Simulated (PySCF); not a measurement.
# [Yb(H2CO)]2+: other functionals and bases at one geometry

An exercise on one series of results from a longer session: the logs are not shown, and one member is left open.

Computed with PySCF 2.14.0. Level: several levels, as the steps say, no spin–orbit coupling.

1 further run of the same task is left out (for a known fault of the program).

## The starting structure

5 atoms, charge 2, spin multiplicity 1.

Bond lengths: Yb1–O2 2.190 Å, O2–C3 1.232 Å, C3–H4 1.108 Å, C3–H5 1.108 Å. Angles: Yb1–O2–C3 180.0°, O2–C3–H4 120.4°, O2–C3–H5 120.4°, H4–C3–H5 119.2°.

As a file:

| atom | x (Å) | y (Å) | z (Å) |
| --- | --- | --- | --- |
| Yb1 | 0.00000 | 0.00000 | -0.17100 |
| O2 | 0.00000 | 0.00000 | 2.01891 |
| C3 | 0.00000 | 0.00000 | 3.25078 |
| H4 | 0.95553 | 0.00000 | 3.81090 |
| H5 | -0.95553 | 0.00000 | 3.81090 |

Formal oxidation states: Yb +2. An earlier session relaxed this geometry at PBE0, Yb def2-SVP with ECP28, O def2-SVP, C def2-SVP, H def2-SVP (singlet, point group C2v).

At PBE0 on the finer grid: E = -1272.887517 Eh, HOMO -18.00 eV, LUMO -11.82 eV, Mulliken charge on Yb1 +1.74 e, largest force component 0.002 eV/Å. 

Levels to run: B3LYP; TPSS; PBE0, TZVP. Hardware: 2 threads of Arm Neoverse V2, shared host.

Set-up of the first run:

The input, run.py (the lines that set the calculation):

```python
mol = gto.M(atom='''
Yb     0.00000     0.00000    -0.17100
O      0.00000     0.00000     2.01891
C      0.00000     0.00000     3.25078
H      0.95553     0.00000     3.81090
H     -0.95553     0.00000     3.81090''',
    basis={'Yb': 'def2-SVP', 'O': 'def2-SVP', 'C': 'def2-SVP', 'H': 'def2-SVP'},
    ecp={'Yb': 'def2-SVP'},
    charge=2, spin=0)
mf = dft.RKS(mol, xc='B3LYP')
mf.grids.atom_grid = (75, 302)  # f atoms: unpruned, at least (60, 302)
mf = mf.density_fit()  # fitting sets: Yb def2-universal-JKFIT, O def2-universal-JKFIT, C def2-universal-JKFIT, H def2-universal-JKFIT
mf.conv_tol = 1e-08; mf.max_cycle = 55
mf.kernel(dm0)  # dm0: the density of the relaxed state
```

The run is started by

```console
$ OMP_NUM_THREADS=2 python run.py
```

Steps of the session up to this table: B3LYP; TPSS; PBE0, TZVP.

One of the session's tables, all rows but one given; the rest of the session is left out.

| level | HOMO (eV) | gap (eV) | charge on Yb1 (e) | dipole (D) | largest force component (eV/Å) |
| --- | --- | --- | --- | --- | --- |
| PBE0 (relaxed here) | -18.00 | 6.18 | 1.74 | 3.02 | 0.00 |
| B3LYP | -17.49 | 5.12 | 1.72 | 3.07 | 0.35 |
| TPSS | -15.06 | 2.35 | 1.72 | 3.01 | 1.20 |
| PBE0, TZVP | ? | ? | ? | ? | ? |

Estimate the missing values for PBE0, TZVP.

The run gave: HOMO (eV): -17.96; gap (eV): 6.10; charge on Yb1 (e): 1.79; dipole (D): 3.06; largest force component (eV/Å): 0.32. In the column «HOMO (eV)» it lies between PBE0 (relaxed here) (-18.00) and B3LYP (-17.49).

The dipole of a charged species depends on the origin, so these sizes hold for this origin alone.

In one basis the HOMO–LUMO gap runs from 2.35 eV (TPSS) to 6.18 eV (PBE0). The largest leftover force, 1.20 eV/Å with TPSS, stands at a geometry relaxed at another level. Total energies of different levels can't be compared.
